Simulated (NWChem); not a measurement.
**C2H4OSi (SMILES O=C=C[SiH3]) at 4 levels**

We compute a comparison of 4 runs (HF/def2-SVP, TPSSh/3-21G, PBE0/def2-SVP, TPSSh/def2-SVP) of C2H4OSi. 

The calculation is run with NWChem 7.3.0.

## (1) The system as given

C2H4OSi: 8 atoms, total charge 0, spin state singlet. As SMILES, `O=C=C[SiH3]`. Geometry: relaxed at PBE0-D4/def2-TZVP.

Bond lengths: O1–C2 1.155 Å, C2–C3 1.307 Å, C3–Si4 1.847 Å, C3–H5 1.084 Å, Si4–H6 1.486 Å, Si4–H7 1.486 Å, Si4–H8 1.484 Å. Angles: O1–C2–C3 178.2°, C2–C3–Si4 120.3°, C2–C3–H5 117.2°, Si4–C3–H5 122.5°, C3–Si4–H6 110.7°, C3–Si4–H7 110.7°, C3–Si4–H8 108.0°, H6–Si4–H7 108.1°, H6–Si4–H8 109.6°, H7–Si4–H8 109.6°.

## (2) Energy and gradient at HF/def2-SVP (run 1)

File c2h4osi.nw:

```
start c2h4osi
memory 2200 mb
geometry units angstrom noautosym nocenter noautoz
   O      1.434400    -1.284900     1.947200
   C      1.186900    -0.644700     1.017800
   C      0.866900     0.072100    -0.027300
   Si    -0.904900     0.278600    -0.507900
   H      1.678700     0.527300    -0.583100
   H     -1.291100     1.713700    -0.489300
   H     -1.142900    -0.245400    -1.878100
   H     -1.735900    -0.474000     0.465000
end
basis spherical bse
   * library def2-SVP
end
scf
   thresh 1e-08
   maxiter 80
end
task scf gradient
```

Started as:

```console
$ nwchem c2h4osi.nw > c2h4osi.out
```

Standard output:

```text
[...]
  functions       =    80
[...]
  wavefunction    = RHF
[...]
         Total SCF energy =   -441.627190625275
      One-electron energy =   -879.681295757923
      Two-electron energy =    301.077094077658
 Nuclear repulsion energy =    136.977011054990
        Time for solution =     15.1s
[...]
                         RHF ENERGY GRADIENTS
    atom               coordinates                        gradient
                 x          y          z           x          y          z
   1 O       2.710623  -2.428109   3.679674    0.009152  -0.024388   0.035376
   2 C       2.242916  -1.218306   1.923363   -0.012634   0.024823  -0.036367
   3 C       1.638203   0.136249  -0.051590   -0.004232   0.000778  -0.001518
   4 Si     -1.710013   0.526478  -0.959792    0.008894  -0.002272   0.004078
   5 H       3.172283   0.996453  -1.101899   -0.000901   0.000714  -0.001113
   6 H      -2.439825   3.238423  -0.924643   -0.000021   0.001909   0.000160
   7 H      -2.159768  -0.463739  -3.549094    0.000180  -0.000758  -0.001704
   8 H      -3.280375  -0.895730   0.878723   -0.000438  -0.000805   0.001088
[...]
```

Wall time 20 s (1 thread of AMD EPYC 7R43 (Zen 3), shared host); peak memory 0.098 GiB.

## (3) Energy and gradient at TPSSh/3-21G (run 2)

File sp.xyz:

```xyz
8
C2H4OSi TPSSh
O      1.434400    -1.284900     1.947200
C      1.186900    -0.644700     1.017800
C      0.866900     0.072100    -0.027300
Si    -0.904900     0.278600    -0.507900
H      1.678700     0.527300    -0.583100
H     -1.291100     1.713700    -0.489300
H     -1.142900    -0.245400    -1.878100
H     -1.735900    -0.474000     0.465000
```

File sp.nw:

```
start sp
title "C2H4OSi TPSSh"
memory stack 880 mb heap 220 mb global 1100 mb
geometry units angstrom noautosym nocenter noautoz
   load sp.xyz
end
basis "ao basis" spherical bse
   * library 3-21G
end
dft
   xc xctpssh
   grid xfine
   convergence energy 1e-08
   iterations 100
   mulliken
end
task dft gradient
```

Started as:

```console
$ nwchem sp.nw > sp.out
```

Standard output:

```text
[...]
          Wavefunction type:  closed shell.
          No. of atoms     :     8
          No. of electrons :    38
[...]
          Charge           :     0
          Spin multiplicity:     1
[...]
          AO basis - number of functions:    48
[...]
              XC Information
              --------------
                  TPSS hybrid Method XC Functional
                     Hartree-Fock (Exact) Exchange  0.100
                  TPSS metaGGA Exchange Functional  0.900
             TPSS03 metaGGA Correlation Functional  1.000
[...]
 d= 0,ls=0.0,diis     1   -440.8461381705 -5.78D+02  3.04D-02  7.20D-01     3.5
[...]
 d= 0,ls=0.0,diis    11   -440.9410523085 -6.72D-10  4.82D-07  8.65D-10    30.9
         Total DFT energy =     -440.941052308452
      One electron energy =     -877.516484928605
           Coulomb energy =      341.303074848270
    Exchange-Corr. energy =      -41.704653283108
 Nuclear repulsion energy =      136.977011054990
[...]
      Total Density - Mulliken Population Analysis
     ---------------------------------------------
    Atom       Charge   Shell Charges
 -----------   ------   -------------------------------------------------------
    1 O    8     8.43   1.99  0.45  2.11  1.57  2.31
    2 C    6     5.55   1.99  0.45  1.61  0.68  0.82
    3 C    6     6.71   1.99  0.37  1.67  1.00  1.69
    4 Si  14    13.20   2.00  1.97  5.85  0.73  1.64  0.48  0.54
    5 H    1     0.72   0.45  0.27
    6 H    1     1.13   0.44  0.69
    7 H    1     1.13   0.44  0.69
    8 H    1     1.13   0.44  0.69
[...]
  wavefunction    = closed shell
                         DFT ENERGY GRADIENTS
    atom               coordinates                        gradient
                 x          y          z           x          y          z
   1 O       2.710623  -2.428109   3.679674   -0.015814   0.039634  -0.057591
   2 C       2.242916  -1.218306   1.923363    0.011775  -0.033363   0.048305
   3 C       1.638203   0.136249  -0.051590   -0.011019  -0.000469  -0.000484
   4 Si     -1.710013   0.526478  -0.959792    0.009378  -0.003421   0.005756
   5 H       3.172283   0.996453  -1.101899   -0.000150  -0.001999   0.002793
   6 H      -2.439825   3.238423  -0.924643    0.002063  -0.003081  -0.000008
   7 H      -2.159768  -0.463739  -3.549094    0.001736   0.001234   0.003078
   8 H      -3.280375  -0.895730   0.878723    0.002031   0.001464  -0.001849
[...]
```

Run time: 40 s. Hardware: 1 thread of AMD EPYC 7R43 (Zen 3), shared host; peak memory 0.13 GiB.

Run 3 isn't shown in full; the table further down has it.

## (4) Energy and forces at TPSSh/def2-SVP (run 4)

File nw.nw:

```
start nw
title "C2H4OSi TPSSh"
memory 2200 mb

geometry units au noautosym nocenter noautoz
  O      2.71062315    -2.42810910     3.67967471
  C      2.24291594    -1.21830643     1.92336325
  C      1.63820358     0.13624925    -0.05158952
  Si    -1.71001317     0.52647770    -0.95979190
  H      3.17228325     0.99645259    -1.10189930
  H     -2.43982540     3.23842366    -0.92464299
  H     -2.15976799    -0.46373879    -3.54909463
  H     -3.28037558    -0.89573018     0.87872265
end

basis "ao basis" spherical bse
  * library def2-SVP
end

dft
  xc xctpssh
  grid xfine
  convergence energy 1e-08
  maxiter 100
  mulliken
  print medium
end

task dft gradient
```

Started as:

```console
$ nwchem nw.nw > nw.out
```

Standard output:

```text
[...]
          Wavefunction type:  closed shell.
          No. of atoms     :     8
          No. of electrons :    38
[...]
          Charge           :     0
          Spin multiplicity:     1
[...]
          AO basis - number of functions:    80
[...]
              XC Information
              --------------
                  TPSS hybrid Method XC Functional
                     Hartree-Fock (Exact) Exchange  0.100
                  TPSS metaGGA Exchange Functional  0.900
             TPSS03 metaGGA Correlation Functional  1.000
[...]
 d= 0,ls=0.0,diis     1   -443.0487725623 -5.80D+02  1.57D-02  6.06D-01     6.9
[...]
 d= 0,ls=0.0,diis    11   -443.1307259385 -2.08D-10  1.21D-07  6.48D-11    65.8
         Total DFT energy =     -443.130725938536
      One electron energy =     -880.377229760143
           Coulomb energy =      342.091187961214
    Exchange-Corr. energy =      -41.821685322056
 Nuclear repulsion energy =      136.977001182449
[...]
      Total Density - Mulliken Population Analysis
     ---------------------------------------------
    Atom       Charge   Shell Charges
 -----------   ------   -------------------------------------------------------
    1 O    8     8.08   1.99  1.13  0.60  2.82  1.53  0.02
    2 C    6     5.77   1.99  0.97  0.09  1.95  0.68  0.09
    3 C    6     6.47   1.99  0.87  0.29  2.16  1.14  0.02
    4 Si  14    13.54   2.00  1.98  1.02  0.20  5.93  1.30  0.91  0.20
    5 H    1     0.89   0.72  0.15  0.03
    6 H    1     1.08   0.75  0.32  0.01
    7 H    1     1.08   0.75  0.32  0.01
    8 H    1     1.08   0.75  0.32  0.01
[...]
  wavefunction    = closed shell
                         DFT ENERGY GRADIENTS
    atom               coordinates                        gradient
                 x          y          z           x          y          z
   1 O       2.710623  -2.428109   3.679675   -0.005063   0.013382  -0.019416
   2 C       2.242916  -1.218306   1.923363   -0.000720  -0.003648   0.005067
   3 C       1.638204   0.136249  -0.051590    0.004616  -0.004665   0.007092
   4 Si     -1.710013   0.526478  -0.959792    0.003907  -0.001290   0.002166
   5 H       3.172283   0.996453  -1.101899   -0.005293  -0.003407   0.004236
   6 H      -2.439825   3.238424  -0.924643    0.000929  -0.001088   0.000167
   7 H      -2.159768  -0.463739  -3.549095    0.000824   0.000307   0.001181
   8 H      -3.280376  -0.895730   0.878723    0.000799   0.000409  -0.000493
[...]
```

Run time: 87 s. Hardware: 1 thread of AMD EPYC 7R43 (Zen 3), shared host; peak memory 0.13 GiB.

## (5) The series

| run | level | iteration cap | module | energy (Eh) | dipole moment (D) | HOMO energy (eV) | LUMO energy (eV) | wall time |
| --- | --- | --- | --- | --- | --- | --- | --- | --- |
| 1 | HF/def2-SVP | 80 | scf | -441.627191 | 1.45 | -10.05 | 3.41 | 20 s |
| 2 | TPSSh/3-21G | 100 | dft | -440.941052 | 1.10 | -6.24 | -1.12 | 40 s |
| 3 | PBE0/def2-SVP | 100 | dft | -442.800560 | 1.18 | -7.18 | -0.83 | 45 s |
| 4 | TPSSh/def2-SVP | 100 | dft | -443.130726 | 1.12 | -6.49 | -1.32 | 87 s |

## (6) Results

| quantity | value |
| --- | --- |
| run 4: total energy | -443.13073 Eh |
| run 4: dipole moment | 1.12 D |
| run 4: HOMO energy | -6.49 eV |
| run 4: LUMO energy | -1.32 eV |
| run 4: HOMO–LUMO gap | 5.16 eV |
| run 4: largest force on an atom | 1.240 eV/Å |

What this shows: The dipole moment (its size) runs from 1.10 D (TPSSh/3-21G) to 1.45 D (HF/def2-SVP). The two ends differ in method and basis. The HOMO–LUMO gap runs from 5.12 eV (TPSSh/3-21G) to 13.46 eV (HF/def2-SVP). Totals of different functionals can't be ranked against each other. All runs together took 3.2 min, the longest 87 s.
